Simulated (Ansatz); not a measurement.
# Ga4AsP3: the cost of one run

Method: DFT PBEsol, scalar-relativistic, plane waves, PAW, in Ansatz 0.2.0.

1 further run of the same task is left out (set aside as unsound or not needed).

## (1) The starting structure

Symmetry: P-4m2, No. 115, tetragonal system. Conventional cell: a = 3.935 Å, b = 3.935 Å, c = 11.130 Å, α = 90.00°, β = 90.00°, γ = 90.00°. Ga (site symmetry 2mm) has 2 P at 2.39 Å and 2 As at 2.46 Å as nearest neighbours. Around Ga (site symmetry 2mm) lie 4 P at 2.39 to 2.40 Å. P (site symmetry -4m2) is surrounded by 4 Ga at 2.39 Å. Around P (site symmetry 2mm) lie 4 Ga at 2.39 to 2.40 Å. Around As (site symmetry -4m2) lie 4 Ga at 2.46 Å.

Coordinates:

```cif
data_structure
_symmetry_space_group_name_H-M 'P 1'
_symmetry_Int_Tables_number 1
_cell_length_a 3.9347
_cell_length_b 3.9347
_cell_length_c 11.1296
_cell_angle_alpha 90.000
_cell_angle_beta 90.000
_cell_angle_gamma 90.000
_cell_volume 172.30
loop_
_atom_site_label
_atom_site_type_symbol
_atom_site_fract_x
_atom_site_fract_y
_atom_site_fract_z
_atom_site_occupancy
Ga1 Ga 0.50000 0.00000 0.86796 1
Ga2 Ga 0.00000 0.50000 0.62257 1
Ga3 Ga 0.50000 0.00000 0.37743 1
Ga4 Ga 0.00000 0.50000 0.13204 1
P1 P 0.00000 0.00000 0.50000 1
P2 P 0.50000 0.50000 0.25466 1
P3 P 0.50000 0.50000 0.74534 1
As1 As 0.00000 0.00000 0.00000 1
```

It is the end of an earlier relaxation with the same method, from a generated guess; it needn't be the stable form of this composition. At a tolerance of 0.02 Å it has space group P-4m2 (No. 115); it has 21.54 Å³/atom, an uncorrected energy of -0.41 eV/atom over the elements and, on its mesh, gap 1.16 eV.

## (2) Level of theory: PBEsol

input.yaml

```yaml
crystal:
  lattice:
    - [3.9346743264, 0.0, 0.0]
    - [0.0, 3.9346743264, 0.0]
    - [0.0, 0.0, 11.129601631]
  atoms:
    - { symbol: Ga, position: [0.5, 0.0, 0.8679635847] }
    - { symbol: Ga, position: [0.0, 0.5, 0.6225674064] }
    - { symbol: Ga, position: [0.5, 0.0, 0.3774325936] }
    - { symbol: Ga, position: [0.0, 0.5, 0.1320364153] }
    - { symbol: P, position: [0.0, 0.0, 0.5] }
    - { symbol: P, position: [0.5, 0.5, 0.254657989] }
    - { symbol: P, position: [0.5, 0.5, 0.745342011] }
    - { symbol: As, position: [0.0, 0.0, 0.0] }
basis:
  ecutwfc: 420
kpoints:
  mp_grid: { grid: [8, 8, 4] }
  band_path:
    path:
      - [[0.0, 0.0, 0.0], [0.0, 0.5, 0.0], [0.5, 0.5, 0.0], [0.0, 0.0, 0.0], [0.0, 0.0, 0.5], [0.0, 0.5, 0.5], [0.5, 0.5, 0.5], [0.0, 0.0, 0.5]]
      - [[0.0, 0.5, 0.0], [0.0, 0.5, 0.5]]
      - [[0.5, 0.5, 0.0], [0.5, 0.5, 0.5]]
    npoints: 14
hamiltonian:
  xc: pbesol
scf:
  occupations: { method: gaussian, width: 0.02 }
  n_extra_bands: 20
output:
  forces: true
  stress: true
  eigenvalues: true
  populations: true
  dos: { projected: true, de: 0.02, nscf_kmesh: { grid: [12, 12, 6] } }
  bader: true
```

Command:

```sh
> ansatz run input.yaml --threads 1 --pin off --max-ram 2560MiB --backend cpu --events-out ev --progress --plain --runs-dir out
```

**Question.** How long does this run take on 1 thread of Intel Xeon at 2.70GHz, shared host, and how much memory does it need?

About 5.3 min, with a peak of 1 GiB.
